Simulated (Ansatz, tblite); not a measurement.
# The cluster Cd3Te3: which isomer is lowest

One table from this session's results is given with a row withheld; the runs are named, their logs left out.

Method: relaxed with PBE-D4/def2-SVP, singlet; program: Ansatz 0.2.0, Gaussian basis.

2 further runs of the same task are left out: 2 set aside as unsound or not needed.

### The starting structure

6 atoms, charge 0, spin multiplicity 1.

Atoms are counted from 1 here; the program's logs count them from 0.

Bond lengths: Cd1–Te4 2.719 Å, Cd1–Te6 2.815 Å, Cd2–Cd3 2.907 Å, Cd2–Te4 2.809 Å, Cd2–Te5 2.827 Å, Te5–Te6 2.685 Å. Angles: Te4–Cd1–Te6 132.1°, Cd3–Cd2–Te4 97.5°, Cd3–Cd2–Te5 88.1°, Te4–Cd2–Te5 122.8°, Cd1–Te4–Cd2 76.3°, Cd2–Te5–Te6 93.4°, Cd1–Te6–Te5 90.3°.

As a file:

```
Cd    0.59565    1.73170    0.77357
Cd   -0.97473   -1.30087    0.65236
Cd   -1.59137   -0.06645   -1.90574
Te   -1.52417    0.92663    2.27378
Te    1.60814   -1.86353   -0.35043
Te    1.88648    0.57251   -1.44353
```

Cd, Te take a core potential in the def2 sets. No spin-orbit coupling is included.

A search from random starts with GFN1-xTB found 9 distinct shapes; 3 go on here. The structure above is candidate A, which lies 0.00 eV above the lowest at that level; B lies 0.00 eV above the lowest at that level; C lies 0.20 eV above the lowest at that level.

Set-up of the first run:

Input file in.yaml:

```yaml
crystal:
  periodic: [false, false, false]
  atoms:
    - {symbol: Cd, position_ang: [0.595650, 1.731700, 0.773570]}
    - {symbol: Cd, position_ang: [-0.974730, -1.300870, 0.652360]}
    - {symbol: Cd, position_ang: [-1.591370, -0.066450, -1.905740]}
    - {symbol: Te, position_ang: [-1.524170, 0.926630, 2.273780]}
    - {symbol: Te, position_ang: [1.608140, -1.863530, -0.350430]}
    - {symbol: Te, position_ang: [1.886480, 0.572510, -1.443530]}
basis:
  gaussian: {orbitals: def2-SVP}
hamiltonian: {xc: pbe, dispersion: d4}
scf: {lower_state_search: "off"}
output: {orbitals: {seedname: orbitals}}
relax: {f_tol: 0.02, max_steps: 100}
```

Command:

```sh
$ ansatz run in.yaml --threads 2 --pin off --events-out ev --progress --plain --max-ram 32768MiB --backend cuda --devices 0, --max-vram 18GiB
```

Steps of the session up to this table: Relaxing candidate A; Relaxing candidate B; Relaxing candidate C; Candidate B, PBE0-D4/def2-TZVP; Candidate B, PBE-D4/def2-TZVP; Candidate B, r2SCAN-D4/def2-TZVP; Candidate B, r2SCAN0-D4/def2-TZVP; Candidate B, BLYP-D4/def2-TZVP; Candidate B, MP2/def2-TZVP; Candidate C, PBE0-D4/def2-TZVP; Candidate C, PBE-D4/def2-TZVP; Candidate C, r2SCAN-D4/def2-TZVP; Candidate C, r2SCAN0-D4/def2-TZVP; Candidate C, BLYP-D4/def2-TZVP; Candidate C, MP2/def2-TZVP.

One table of the session follows, with a row left open; its other results are not shown here.

It belongs to the step «C against A». 

```
               level  C above A (kcal/mol)
            GFN1-xTB                  +4.8
            GFN2-xTB                     ?
        HF/def2-TZVP                  +1.8
    PBE-D4/def2-TZVP                  +5.3
   BLYP-D4/def2-TZVP                  +5.2
 r2SCAN-D4/def2-TZVP                  +5.2
   PBE0-D4/def2-TZVP                  +5.2
r2SCAN0-D4/def2-TZVP                  +4.9
       MP2/def2-TZVP                  +3.7
```

**Question.** Estimate the row for GFN2-xTB.

As computed: C above A (kcal/mol): +13.9. In the column «C above A (kcal/mol)» it is the highest.

Caveats from the session: A random search of this size may have missed the true lowest shape. Only singlets are compared; another spin may lie lower and prefer another shape.
